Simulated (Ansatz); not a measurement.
# C₂H₈CdN₂: one species, many methods

One table from this session's results is given with a row withheld; the runs are named, their logs left out.

Method: functionals in def2-TZVPP, the program's frozen cores in correlated methods; program: Ansatz 0.2.0, Gaussian basis.

Levels to be run: LDA (SPW92), PBE-D4, revPBE-D4, BLYP-D4, r2SCAN-D4, B97M-V, PBE0-D4, B3LYP-D4, r2SCANh-D4, r2SCAN0-D4, HSE06-D4, BHLYP-D4, CAM-B3LYP-D4, LC-ωPBE, ωB97X-V, ωB97M-V, B2PLYP, PBE-QIDH; CCSD(T)/def2-SVP; MP2/def2-TZVPP; MP2/def2-QZVPP; RPA on PBE.

### The relaxed structure

An earlier PBE0-D4 in a triple-zeta def2 set relaxation fixed the geometry. Cd takes the def2 core potential; no spin-orbit term is included.

SMILES `C[N](C)[Cd][NH2]`, 13 atoms, charge 0, spin multiplicity 1.

Atoms are counted from 1 here; the program's logs count them from 0.

Bond lengths: C1–N2 1.438 Å, C1–H6 1.105 Å, C1–H7 1.102 Å, C1–H8 1.093 Å, N2–C3 1.438 Å, N2–Cd4 1.998 Å, C3–H9 1.105 Å, C3–H10 1.093 Å, C3–H11 1.102 Å, Cd4–N5 2.003 Å, N5–H12 1.013 Å, N5–H13 1.013 Å. Angles: N2–C1–H6 113.6°, N2–C1–H7 110.5°, N2–C1–H8 111.4°, H6–C1–H7 106.5°, H6–C1–H8 107.5°, H7–C1–H8 107.0°, C1–N2–C3 111.8°, C1–N2–Cd4 121.0°, C3–N2–Cd4 121.2°, N2–C3–H9 113.6°, N2–C3–H10 111.4°, N2–C3–H11 110.5°, H9–C3–H10 107.5°, H9–C3–H11 106.5°, H10–C3–H11 107.0°, N2–Cd4–N5 173.6°, Cd4–N5–H12 113.0°, Cd4–N5–H13 113.1° and more.

As a file:

```
atom    x (Å)    y (Å)    z (Å)
  C1  -1.2051  -1.0359  -0.8513
  N2   0.0300  -0.5204  -0.3250
  C3   0.7976  -1.5429   0.3326
 Cd4   0.2027   1.4003   0.1993
  N5   0.3185   3.3747   0.5150
  H6  -1.8742  -1.4559  -0.0791
  H7  -1.0099  -1.8475  -1.5711
  H8  -1.7646  -0.2630  -1.3853
  H9   0.2791  -2.0009   1.1939
 H10   1.7531  -1.1532   0.6940
 H11   1.0277  -2.3636  -0.3662
 H12   0.2774   3.6218   1.4963
 H13   1.1677   3.7864   0.1470
```

The first run:

in.yaml

```yaml
crystal:
  periodic: [false, false, false]
  atoms:
    - {symbol: C, position_ang: [-1.205147, -1.035880, -0.851319]}
    - {symbol: N, position_ang: [0.030037, -0.520401, -0.324983]}
    - {symbol: C, position_ang: [0.797611, -1.542887, 0.332565]}
    - {symbol: Cd, position_ang: [0.202663, 1.400265, 0.199313]}
    - {symbol: N, position_ang: [0.318493, 3.374661, 0.515021]}
    - {symbol: H, position_ang: [-1.874174, -1.455938, -0.079130]}
    - {symbol: H, position_ang: [-1.009856, -1.847452, -1.571092]}
    - {symbol: H, position_ang: [-1.764585, -0.263029, -1.385281]}
    - {symbol: H, position_ang: [0.279134, -2.000879, 1.193862]}
    - {symbol: H, position_ang: [1.753121, -1.153191, 0.694027]}
    - {symbol: H, position_ang: [1.027654, -2.363560, -0.366243]}
    - {symbol: H, position_ang: [0.277362, 3.621834, 1.496256]}
    - {symbol: H, position_ang: [1.167708, 3.786449, 0.147002]}
basis:
  gaussian: {orbitals: def2-TZVPP}
hamiltonian: {xc: lda}
output: {orbitals: {seedname: orbitals}}
```

Started as:

```bash
$ ansatz run in.yaml --threads 4 --pin off --events-out ev --progress --plain --max-ram 11315MiB
```

Among the steps run: LDA; PBE-D4 (GGA); revPBE-D4 (GGA); BLYP-D4 (GGA); r2SCAN-D4 (meta-GGA); B97M-V (meta-GGA); B3LYP-D4 (hybrid); r2SCANh-D4 (hybrid); r2SCAN0-D4 (hybrid); HSE06-D4 (hybrid); BHLYP-D4 (hybrid); CAM-B3LYP-D4 (range-separated); LC-ωPBE (range-separated); ωB97X-V (range-separated); ωB97M-V (range-separated); B2PLYP (double hybrid); PBE-QIDH (double hybrid).

One of the session's tables, all rows but one given; the rest of the session is left out.

It belongs to the step «Frontier levels by functional». 

```
  functional  HOMO (eV)  gap (eV)
 LDA (SPW92)      -4.52      2.92
      PBE-D4      -4.35      2.95
   revPBE-D4      -4.28      2.98
     BLYP-D4      -4.27      2.89
   r2SCAN-D4      -4.53      3.41
      B97M-V      -4.64      3.24
     PBE0-D4      -5.55      4.96
    B3LYP-D4      -5.38      4.49
  r2SCANh-D4          ?         ?
  r2SCAN0-D4      -5.69      5.28
    HSE06-D4      -5.15      4.20
    BHLYP-D4      -6.73      6.81
CAM-B3LYP-D4      -6.92      7.17
     LC-ωPBE      -8.19      9.67
     ωB97X-V      -7.88      9.15
     ωB97M-V      -7.83      8.78
```

Q: Estimate the row for r2SCANh-D4 from the others.

Worked estimate for «HOMO (eV)». Against the share of exact exchange, r2SCAN-D4 (0, -4.53), r2SCAN0-D4 (0.25, -5.69) give a slope of -4.64 per unit share; at 0.1 the line stands at -4.99.

The run gave: HOMO (eV): -4.99; gap (eV): 4.16. In «HOMO (eV)» the line misses by 0.00.
